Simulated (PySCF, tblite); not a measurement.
# C₄H₄F₃O₂−: geometry, infrared bands and NMR shifts

Wanted: the infrared bands and NMR shifts of C₄H₄F₃O₂− (`[O-][C@@H]1C[C@@H]1OC(F)(F)F`), by calculation.

Computed with tblite 0.8.0 and PySCF 2.14.0, with density-fitted response routines of our own, on a single molecule in the gas phase. Atoms are numbered from 0 throughout.

## Step 1: Starting geometry

13 atoms, charge -1, multiplicity 1; geometry from: force field or distance geometry start.

Bonds of the start (Å): O0–C1 1.42, C1–C2 1.49, C2–C3 1.50, C3–O4 1.45, O4–C5 1.40, C5–F6 1.37, C5–F7 1.36, C5–F8 1.35, C3–C1 1.51, C1–H9 1.09, C2–H10 1.08, C2–H11 1.09, C3–H12 1.07.

## Step 2: Relaxing the molecule with GFN2-xTB

The job: settings as JSON, then the geometry in Å.

```
{"job": {"kind": "relax", "xc": "GFN2-xTB", "basis": "xTB"}, "charge": -1, "multiplicity": 1}
O     -0.988600    -1.057200     1.680600
C     -1.293000    -0.000200     0.780900
C     -1.573400    -0.416800    -0.619500
C     -0.299300     0.308100    -0.312500
O      0.883000    -0.518200    -0.400200
C      1.999100     0.062600     0.216800
F      2.465600     1.085400    -0.558300
F      3.009600    -0.844700     0.305400
F      1.770300     0.552500     1.452100
H     -1.853300     0.829900     1.199200
H     -1.535300    -1.467400    -0.879300
H     -2.358400     0.129600    -1.146800
H     -0.230700     1.336900    -0.614600
```

Started as:

```
$ OMP_NUM_THREADS=1 python probes_run.py task.json out
```

One launch serves the whole session: the jobs run in the order shown.

**Question.** This job is followed by: GFN2-xTB harmonic vibrations, gas phase; GIAO PBE0/pcSseg-1 NMR shielding, non-relativistic, gas phase. What will the session give for the following? strongest single infrared mode (GFN2-xTB); zero-point energy (GFN2-xTB); ¹³C shifts against TMS (PBE0/pcSseg-1); ¹H shifts against TMS (PBE0/pcSseg-1); ¹⁷O shifts against H2O (PBE0/pcSseg-1); ¹⁹F shifts against CFCl3 (PBE0/pcSseg-1, means over atoms taken as alike).

**Answer**, as computed:

| quantity | value |
| --- | --- |
| strongest single infrared mode (GFN2-xTB) | 1473 cm⁻¹, 675 km/mol |
| zero-point energy (GFN2-xTB) | 48.3 kcal/mol |
| ¹³C shifts against TMS (PBE0/pcSseg-1) | 132.5, 75.5, 74.4, 17.4 ppm |
| ¹H shifts against TMS (PBE0/pcSseg-1) | 5.54, 3.30, 0.44, -0.39 ppm |
| ¹⁷O shifts against H2O (PBE0/pcSseg-1) | 108.9, 92.8 ppm |
| ¹⁹F shifts against CFCl3 (PBE0/pcSseg-1, means over atoms taken as alike) | -69.5 ppm |

The optimisation took 62 steps and gained 0.867 eV; among the close pairs (by a distance rule), O0–C1 changed most, from 1.421 to 1.266 Å. No mode is imaginary among the 33: a minimum at this level. The strongest single mode, at 1473 cm⁻¹, moves mainly C1. GFN2-xTB is a fitted tight-binding method: band positions and strengths are rough. Its intensities can rank the bands wrongly. At PBE0/pcSseg-1: The widest tensor belongs to O0: span 271 ppm, with a paramagnetic part of -155 ppm. At PBE0/pcSseg-1 the HOMO lies above zero (+0.08 eV), as often for anions in the gas phase: self-interaction error lifts it, or the electron is held by the finite basis alone; counter-ions and solvent are missing.
